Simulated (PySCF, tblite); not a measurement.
# C₂HBFO₄−: geometry, infrared bands, NMR shifts and spin-spin couplings

Wanted: the infrared bands, NMR shifts and spin-spin couplings of C₂HBFO₄− (`O=C1O[BH-](F)OC1=O`), by calculation.

Programs: tblite 0.8.0 and PySCF 2.14.0, with density-fitted response routines of our own. Each step states its level of theory. These are calculated values for one molecule in the gas phase, unless marked as measured. Atoms count from 0, in the outputs and in this text.

## (1) The molecule as given

9 atoms, charge -1, multiplicity 1; geometry from: force field or distance geometry start.

Bonds of the start (Å): O0–C1 1.24, C1–O2 1.39, O2–B3 1.49, B3–F4 1.44, B3–O5 1.52, O5–C6 1.38, C6–O7 1.25, C6–C1 1.44, B3–H8 1.20.

## (2) Optimising the geometry with GFN2-xTB

Job settings and geometry (Å):

```
{"job": {"kind": "relax", "xc": "GFN2-xTB", "basis": "xTB"}, "charge": -1, "multiplicity": 1}
O     -1.909500     1.513800    -0.320600
C     -0.939500     0.755400    -0.155000
O      0.392700     1.166600    -0.126200
B      1.245800    -0.035700     0.096600
F      2.129700    -0.254800    -1.022900
O      0.267200    -1.188500     0.216900
C     -1.001000    -0.668100     0.061600
O     -2.047700    -1.356000     0.110500
H      1.875900     0.073300     1.114000
```

On the command line:

```console
> OMP_NUM_THREADS=1 python probes_run.py task.json out
```

This one command runs all jobs of the session in turn.

**Question.** This job is followed by: GFN2-xTB harmonic vibrations, gas phase; GIAO PBE0/pcSseg-1 NMR shielding, non-relativistic, gas phase; B3LYP/pcJ-1 indirect spin-spin coupling, non-relativistic, gas phase. Predict these results of the whole session: strongest single infrared mode (GFN2-xTB); zero-point energy (GFN2-xTB); ¹³C shifts against TMS (PBE0/pcSseg-1, means over atoms taken as alike); ¹H shifts against TMS (PBE0/pcSseg-1); ¹⁷O shifts against H2O (PBE0/pcSseg-1, means over atoms taken as alike); ¹¹B shifts against BF3·OEt2 (PBE0/pcSseg-1); ¹⁹F shifts against CFCl3 (PBE0/pcSseg-1); largest coupling of the table (B3LYP/pcJ-1).

**Answer**, as computed:

| quantity | value |
| --- | --- |
| strongest single infrared mode (GFN2-xTB) | 1794 cm⁻¹, 883 km/mol |
| zero-point energy (GFN2-xTB) | 26.1 kcal/mol |
| ¹³C shifts against TMS (PBE0/pcSseg-1, means over atoms taken as alike) | 168.3 ppm |
| ¹H shifts against TMS (PBE0/pcSseg-1) | 3.48 ppm |
| ¹⁷O shifts against H2O (PBE0/pcSseg-1, means over atoms taken as alike) | 394.4, 268.2 ppm |
| ¹¹B shifts against BF3·OEt2 (PBE0/pcSseg-1) | 1.0 ppm |
| ¹⁹F shifts against CFCl3 (PBE0/pcSseg-1) | -173.8 ppm |
| largest coupling of the table (B3LYP/pcJ-1) | ¹J(B,H) B3–H8, 143.0 Hz |

What this shows: The optimisation took 25 steps and gained 0.521 eV; among the close pairs (by a distance rule), C1–C6 changed most, from 1.441 to 1.546 Å. No mode is imaginary among the 21: a minimum at this level. The strongest single mode, at 1794 cm⁻¹, is carried by C1, C6, O0, O7. Unscaled tight-binding wavenumbers are off by several per cent, some by more. Its intensities can rank the bands wrongly. At PBE0/pcSseg-1: The widest tensor belongs to O0, O7: span 637 ppm, with a paramagnetic part of -458 ppm. In the run at B3LYP/pcJ-1, the largest coupling of the table is B3–H8, 143.0 Hz, of which the Fermi-contact term gives 142.6 Hz. Couplings across rotatable bonds belong to this one conformer; where others are populated, the observed values are averages.
